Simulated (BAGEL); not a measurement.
# SiClOF2 (SMILES [O][Si](F)(F)Cl): UHF/6-31G(d) (density fitting with qzvpp-jkfit, spherical functions)

What is the vertical ionisation energy of SiClOF2 at UHF/6-31G* (density fitting with qzvpp-jkfit, spherical functions)? 

The calculation is run with BAGEL 1.2.2.

1 further run of the same task is left out (set aside as unsound or not needed).

## Step 1: The system as given

SiClOF2 has 5 atoms, charge 0, and is taken as a doublet. SMILES: `[O][Si](F)(F)Cl`. The coordinates come from a PBE0-D4/def2-TZVP relaxation.

Bond lengths: O1–Si2 1.641 Å, Si2–F3 1.569 Å, Si2–F4 1.569 Å, Si2–Cl5 2.005 Å. Angles: O1–Si2–F3 112.3°, O1–Si2–F4 112.3°, O1–Si2–Cl5 102.8°, F3–Si2–F4 106.3°, F3–Si2–Cl5 111.7°, F4–Si2–Cl5 111.7°.

## Step 2: A single-point energy at UHF/6-31G(d) (density fitting with qzvpp-jkfit, spherical functions)

File input.json:

```json
{ "bagel": [

{
  "title": "molecule",
  "basis": "6-31gs.json",
  "df_basis": "qzvpp-jkfit",
  "angstrom": "true",
  "geometry": [
    { "atom": "O", "xyz": [   -0.173100,    0.048700,    1.622400 ] },
    { "atom": "Si", "xyz": [    0.071000,   -0.092200,    0.005600 ] },
    { "atom": "F", "xyz": [   -0.374600,   -1.493300,   -0.542700 ] },
    { "atom": "F", "xyz": [    1.581700,    0.074400,   -0.383900 ] },
    { "atom": "Cl", "xyz": [   -1.055100,    1.388700,   -0.742800 ] }
  ]
},
{
  "title": "uhf",
  "nopen": 1
},
{
  "title": "print",
  "file": "orbitals.molden",
  "orbitals": "true"
}

]}
```

The basis set 6-31G* is read from a file made from the Basis Set Exchange's data (not shown).

Run with:

```bash
BAGEL_NUM_THREADS=1 BAGEL input.json > input.out
```

The log of the run:

```text
* using 1 threads per process

  ===============================================================
  ===============================================================

  *** Geometry ***

  { "atom" : "O", "xyz" : [     -0.327112,      0.092030,      3.065892 ] },
  { "atom" : "Si", "xyz" : [      0.134171,     -0.174233,      0.010582 ] },
  { "atom" : "F", "xyz" : [     -0.707891,     -2.821928,     -1.025554 ] },
  { "atom" : "F", "xyz" : [      2.988980,      0.140596,     -0.725466 ] },
  { "atom" : "Cl", "xyz" : [     -1.993850,      2.624263,     -1.403689 ] },

  Number of auxiliary basis functions:      487

  Since a DF basis is specified, we compute 2- and 3-index integrals:
    o Being stored without compression. Storage requirement is 0.024 GB

  Number of basis functions:       78
  Number of electrons      :       57

    * METHOD: MOLECULE                             0.20

  *** Open-shell HF ***

  === Nuclear Repulsion ===
   309.2970366446

      * DIIS with orbital gradients will be used.

  === UHF iteration (6-31gs.json) ===
      0      -1021.77420166          0.05623992           0.14
      1      -1021.93377183          0.04943218           0.14
      2      -1022.07015320          0.03615395           0.14
      3      -1022.28592662          0.00537366           0.14
      4      -1022.30285907          0.00269632           0.14
      5      -1022.30926999          0.00112713           0.14
      6      -1022.31056606          0.00063017           0.14
      7      -1022.31099743          0.00049158           0.14
      8      -1022.31131108          0.00039597           0.14
      9      -1022.31171927          0.00021611           0.14
     10      -1022.31184744          0.00009350           0.14
     11      -1022.31187045          0.00003756           0.14
     12      -1022.31187398          0.00001298           0.14
     13      -1022.31187434          0.00000578           0.14
     14      -1022.31187441          0.00000240           0.14
     15      -1022.31187442          0.00000134           0.14
     16      -1022.31187443          0.00000100           0.14
     17      -1022.31187443          0.00000081           0.14
     18      -1022.31187443          0.00000066           0.14
     19      -1022.31187443          0.00000040           0.14
     20      -1022.31187443          0.00000020           0.14
     21      -1022.31187443          0.00000008           0.14
     22      -1022.31187443          0.00000004           0.14
     23      -1022.31187443          0.00000003           0.14
     24      -1022.31187443          0.00000002           0.14
     25      -1022.31187443          0.00000002           0.14
     26      -1022.31187443          0.00000002           0.14
     27      -1022.31187443          0.00000002           0.14
     28      -1022.31187443          0.00000002           0.14
     29      -1022.31187443          0.00000002           0.14
     30      -1022.31187443          0.00000002           0.14
     31      -1022.31187443          0.00000001           0.14
     32      -1022.31187443          0.00000001           0.14
     33      -1022.31187443          0.00000001           0.14
     34      -1022.31187443          0.00000001           0.14
    * SCF iteration converged.

    * S^2 (UHF) is 0.7554

    * Permanent dipole moment:
           (   -0.024364,     0.023547,     0.062054) a.u.

    * METHOD: UHF                                  5.05

    * METHOD: PRINT                                0.01

  ===============================================================
```

Run time: 5.4 s. Hardware: 1 thread of Arm Neoverse V2, shared host; peak memory 0.11 GiB.

## Step 3: The singlet cation at the same level

File calc.json:

```json
{ "bagel": [

{
  "title": "molecule",
  "basis": "6-31gs.json",
  "df_basis": "qzvpp-jkfit",
  "angstrom": true,
  "geometry": [
    { "atom": "O", "xyz": [   -0.173100,    0.048700,    1.622400 ] },
    { "atom": "Si", "xyz": [    0.071000,   -0.092200,    0.005600 ] },
    { "atom": "F", "xyz": [   -0.374600,   -1.493300,   -0.542700 ] },
    { "atom": "F", "xyz": [    1.581700,    0.074400,   -0.383900 ] },
    { "atom": "Cl", "xyz": [   -1.055100,    1.388700,   -0.742800 ] }
  ]
},
{ "title": "hf", "charge": 1 },
{ "title": "print", "file": "orbitals.molden", "orbitals": true }

]}
```

The basis set 6-31G* is read from a file made from the Basis Set Exchange's data (not shown).

Run with:

```bash
BAGEL_NUM_THREADS=1 BAGEL calc.json > calc.out
```

The log of the run:

```text
* using 1 threads per process

  ===============================================================
  ===============================================================

  *** Geometry ***

  { "atom" : "O", "xyz" : [     -0.327112,      0.092030,      3.065892 ] },
  { "atom" : "Si", "xyz" : [      0.134171,     -0.174233,      0.010582 ] },
  { "atom" : "F", "xyz" : [     -0.707891,     -2.821928,     -1.025554 ] },
  { "atom" : "F", "xyz" : [      2.988980,      0.140596,     -0.725466 ] },
  { "atom" : "Cl", "xyz" : [     -1.993850,      2.624263,     -1.403689 ] },

  Number of auxiliary basis functions:      487

  Since a DF basis is specified, we compute 2- and 3-index integrals:
    o Being stored without compression. Storage requirement is 0.024 GB

  Number of basis functions:       78
  Number of electrons      :       57

    * METHOD: MOLECULE                             0.20

  *** RHF ***

  === Nuclear Repulsion ===
   309.2970366446

      * DIIS with orbital gradients will be used.

  === RHF iteration (6-31gs.json) ===
      0      -1021.15067423          0.03173561           0.07
      1      -1021.08913343          0.03357066           0.07
      2      -1021.71656273          0.00477453           0.07
      3      -1021.73353969          0.00490193           0.07
      4      -1021.74898025          0.00174037           0.07
      5      -1021.75440452          0.00057082           0.07
      6      -1021.75543978          0.00020491           0.07
      7      -1021.75555810          0.00014064           0.07
      8      -1021.75562637          0.00009835           0.07
      9      -1021.75567418          0.00006253           0.07
     10      -1021.75569437          0.00003624           0.07
     11      -1021.75570113          0.00001433           0.07
     12      -1021.75570180          0.00000571           0.07
     13      -1021.75570188          0.00000270           0.07
     14      -1021.75570189          0.00000192           0.07
     15      -1021.75570190          0.00000109           0.07
     16      -1021.75570190          0.00000082           0.07
     17      -1021.75570190          0.00000054           0.07
     18      -1021.75570190          0.00000043           0.07
     19      -1021.75570190          0.00000030           0.07
     20      -1021.75570190          0.00000018           0.07
     21      -1021.75570190          0.00000010           0.07
     22      -1021.75570190          0.00000005           0.07
     23      -1021.75570190          0.00000003           0.07
     24      -1021.75570190          0.00000001           0.07
     25      -1021.75570190          0.00000001           0.07
    * SCF iteration converged.

    * Permanent dipole moment:
           (    0.448010,    -0.438608,    -1.195662) a.u.

    * METHOD: HF                                   1.89

    * METHOD: PRINT                                0.01

  ===============================================================
```

It took 2.2 s on 1 thread of Arm Neoverse V2, shared host; peak memory 0.11 GiB.

## Step 4: What came out

At UHF/6-31G* (density fitting with qzvpp-jkfit, spherical functions):

```
                                          quantity           value
                     doublet SiClOF2: total energy  -1022.31187 Eh
                    doublet SiClOF2: dipole moment          0.18 D
                             doublet SiClOF2: ⟨S²⟩           0.755
                      singlet cation: total energy  -1021.75570 Eh
                       singlet cation: HOMO energy       -20.53 eV
                       singlet cation: LUMO energy       -12.31 eV
                     singlet cation: HOMO–LUMO gap         8.21 eV
vertical ionisation energy (to the singlet cation)       15.134 eV
```

In words: Removing an electron at fixed nuclei costs 15.13 eV (1460 kJ/mol). Only the singlet of the ionised species was computed; a triplet could lie lower.
